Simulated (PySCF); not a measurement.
# C4H5FSSi: the cost of one run

Computed with PySCF 2.14.0, with density-fitted response routines of our own, on a single molecule in the gas phase. Atoms are numbered from 0 throughout.

### Step 1. The molecule as given

12 atoms, charge 0, multiplicity 1; geometry from: GFN2-xTB. The atoms were then displaced at random by about 0.01 Å, so the start is not that level's minimum.

Bonds of the start (Å): F0–C1 1.30, C1–C2 1.35, C2–C3 1.46, C3–C4 1.34, C4–Si5 1.88, C4–S6 1.73, S6–C1 1.74, C2–H7 1.04, C3–H8 1.07, Si5–H9 1.45, Si5–H10 1.47, Si5–H11 1.47.

### Step 2. Geometry optimisation at PBE0-D3(BJ)/def2-SVP

The job: settings as JSON, then the geometry in Å.

```
{"job": {"xc": "PBE0", "basis": "def2-SVP", "d3": "d3bj", "grid": 1, "shake": 0.01, "kind": "geom"}, "charge": 0, "multiplicity": 1}
F     -3.141710     1.194640    -0.752020
C     -2.007760     0.645980    -0.425980
C     -1.854850    -0.576070     0.126050
C     -0.432590    -0.844110     0.343420
C      0.374580     0.143010    -0.056250
Si     2.247180     0.224170     0.044960
S     -0.508520     1.485960    -0.702930
H     -2.628480    -1.231220     0.373190
H     -0.112380    -1.758290     0.800310
H      2.781520     0.378820    -1.295790
H      2.675760    -1.048470     0.647230
H      2.646940     1.357320     0.888780
```

Command:

```console
$ OMP_NUM_THREADS=1 python probes_run.py task.json out
```

The driver reads the jobs from task.json and runs them one after another.

Q: Estimate the wall time and peak memory of this first job on 1 thread of Intel Xeon Platinum 8259CL at 2.50GHz, shared host.

About 63 s, with a peak of 0.56 GiB.
